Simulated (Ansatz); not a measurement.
Task: an atomisation energy of CH2BNTe, SMILES B1N=C[Te]1, with Ansatz 0.2.0 through its Python package. Give the script and its output. Use (for the species named): PBE, def2-SVPD basis, multiplicity 1.

```yaml
atoms:
  - { symbol: B, position_ang: [-0.4208, 0.7941, -0.5292] }
  - { symbol: N, position_ang: [0.9038, 0.3237, -0.1041] }
  - { symbol: C, position_ang: [0.5007, -0.6311, 0.6927] }
  - { symbol: Te, position_ang: [-1.2114, -1.0402, -0.2708] }
  - { symbol: H, position_ang: [-0.8189, 1.7492, -1.2142] }
  - { symbol: H, position_ang: [1.0886, -1.2598, 1.3794] }
```

Script `ch2bnte.py`:
```python
# -*- coding: utf-8 -*-
"""Energy to split CH2BNTe into its atoms."""

from collections import Counter

import ansatz

BASIS_SET = "def2-SVPD"
FUNCTIONAL = "PBE"


def total_energy(molecule, charge=0, unpaired=0):
    calc = (
        molecule.calculation()
        .basis(gaussian=BASIS_SET)
        .functional(FUNCTIONAL)
    )
    if charge:
        calc = calc.charge(charge)
    if unpaired:
        calc = calc.spin("collinear", total=unpaired)
    report = calc.run(threads=1, backend="cpu").report
    if report["published_state_doubts"]:
        print("  doubts:", report["published_state_doubts"])
    return report["free_energy_ev"]

GEOMETRY = """
B    -0.42080    0.79410   -0.52920
N     0.90380    0.32370   -0.10410
C     0.50070   -0.63110    0.69270
Te   -1.21140   -1.04020   -0.27080
H    -0.81890    1.74920   -1.21420
H     1.08860   -1.25980    1.37940
"""

system = ansatz.Crystal.molecule()
for line in GEOMETRY.strip().splitlines():
    symbol, *xyz = line.split()
    system = system.atom(symbol, [float(v) for v in xyz])

# Hund ground states
unpaired = {"B": 1, "N": 3, "C": 2, "Te": 2, "H": 1}
counts = Counter(site.symbol for site in system.cartesian_sites)
atom_energy = {s: total_energy(ansatz.Crystal.molecule().atom(s, (0, 0, 0)), 0, unpaired[s]) for s in counts}
whole = total_energy(system, 0, 0)
for s, e in atom_energy.items():
    print(f"{s:2s} x{counts[s]}  {e:14.5f} eV")
print(f"CH2BNTe: {whole:.5f} eV")
split = sum(counts[s] * e for s, e in atom_energy.items()) - whole
print(f"atomisation energy (no zero-point term): {split:.3f} eV, {split / sum(counts.values()):.3f} eV an atom")
```

```console
$ python ch2bnte.py
B  x1      -668.91551 eV
N  x1     -1482.14294 eV
C  x1     -1027.28940 eV
Te x1     -7291.70102 eV
H  x2       -13.56840 eV
CH2BNTe: -10519.68457 eV
atomisation energy (no zero-point term): 22.499 eV, 3.750 eV an atom
```

22.499 eV from the electronic energies, without the zero-point term.

Reading the output:
- Total energies depend on the basis set; only differences at equal settings carry meaning.
- The geometry is a force-field or estimated start, not a minimum of this method, and the basis set is short of its limit. All parts are taken at fixed geometry, without zero-point energy.
- def2 sets replace the cores of elements past krypton by effective core potentials.
- This functional overbinds, so such energies come out a few per cent too high (LDA far more).
- The spin-orbit lowering of heavy atoms is left out.
- Finished in 2.9 s on 1 thread of Intel(R) Xeon(R) 6975P-C (Granite Rapids), on a shared host, peak memory 0.2 GiB.

(A comment or docstring line of the script was reworded after the run, the code is as it ran; lines on the test bed's own set-up are left out of the output.)
